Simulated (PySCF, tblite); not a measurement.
# C₃H₁₃ClSi₄: geometry, infrared bands and NMR shifts

Wanted: the infrared bands and NMR shifts of C₃H₁₃ClSi₄ (`C=CC[SiH2][Si]([SiH3])([SiH3])Cl`), by calculation.

Programs: tblite 0.8.0 and PySCF 2.14.0, with density-fitted response routines of our own. Each step states its level of theory. These are calculated values for one molecule in the gas phase, unless marked as measured. Atoms count from 0, in the outputs and in this text.

## Step 1: Starting geometry

21 atoms, charge 0, multiplicity 1; geometry from: force field or distance geometry start.

Bonds of the start (Å): C0–C1 1.34, C1–C2 1.47, C2–Si3 1.88, Si3–Si4 2.25, Si4–Si5 2.23, Si4–Si6 2.24, Si4–Cl7 2.10, C0–H8 1.08, C0–H9 1.08, C1–H10 1.09, C2–H11 1.12, C2–H12 1.12, Si3–H13 1.46, Si3–H14 1.46, Si5–H15 1.47, Si5–H16 1.44, Si5–H17 1.47, Si6–H18 1.46, Si6–H19 1.48, Si6–H20 1.48.

## Step 2: Optimising the geometry with GFN2-xTB

The job: settings as JSON, then the geometry in Å.

```
{"job": {"kind": "relax", "xc": "GFN2-xTB", "basis": "xTB"}, "charge": 0, "multiplicity": 1}
C      3.265100    -0.308700     1.210700
C      2.794200    -0.622900    -0.006000
C      1.959900     0.279700    -0.812600
Si     0.283900    -0.474800    -1.210200
Si    -1.218200     0.054100     0.373700
Si    -2.865900    -1.442100     0.491700
Si    -2.020400     2.062400    -0.224700
Cl    -0.294300     0.148400     2.260800
H      3.869700    -1.053300     1.714300
H      3.055200     0.629700     1.708800
H      3.051900    -1.601100    -0.407900
H      1.736200     1.212700    -0.241400
H      2.458500     0.554200    -1.774600
H      0.349700    -1.913900    -1.424400
H     -0.183700     0.174700    -2.437200
H     -2.332500    -2.809600     0.573600
H     -3.778200    -1.268400    -0.615100
H     -3.611400    -1.209300     1.734700
H     -2.755800     2.022200    -1.487300
H     -2.887100     2.565500     0.858500
H     -0.885600     3.017400    -0.285700
```

The run is started by

```console
$ OMP_NUM_THREADS=1 python probes_run.py task.json out
```

This one command runs all jobs of the session in turn.

**Question.** This job is followed by: GFN2-xTB harmonic vibrations, gas phase; GIAO PBE0/pcSseg-1 NMR shielding, non-relativistic, gas phase. What will the session give for the following? strongest single infrared mode (GFN2-xTB); zero-point energy (GFN2-xTB); 13C shifts against TMS (PBE0/pcSseg-1); 1H shifts against TMS (PBE0/pcSseg-1, means over atoms taken as alike); 29Si shifts against TMS (PBE0/pcSseg-1, means over atoms taken as alike); 35Cl shifts against HCl (PBE0/pcSseg-1).

As calculated:

```
                                                                quantity                                   value
                               strongest single infrared mode (GFN2-xTB)                    749 cm⁻¹, 619 km/mol
                                            zero-point energy (GFN2-xTB)                           84.6 kcal/mol
                                  13C shifts against TMS (PBE0/pcSseg-1)                  143.0, 123.5, 22.8 ppm
  1H shifts against TMS (PBE0/pcSseg-1, means over atoms taken as alike)  6.16, 5.66, 5.29, 4.14, 3.77, 2.11 ppm
29Si shifts against TMS (PBE0/pcSseg-1, means over atoms taken as alike)                -12.5, -70.9, -105.4 ppm
                                 35Cl shifts against HCl (PBE0/pcSseg-1)                                 -96 ppm
```

**Reading.** Over 252 steps the energy fell by 0.568 eV; of the close pairs, Si4–Si5 changed most, 2.229 to 2.343 Å. All 57 modes are real, so the xTB geometry is a minimum. Unscaled tight-binding wavenumbers are off by several per cent, some by more. Its intensities can rank the bands wrongly. C1 (alkene CH) lies farthest downfield among carbon, at 143.0 ppm; the olefinic region. The most deshielded hydrogen is H10 (hydrogen on an alkene CH), at 6.16 ppm: olefinic region. At PBE0/pcSseg-1: The largest span, 239 ppm, is at C1, where the paramagnetic term is -215 ppm.
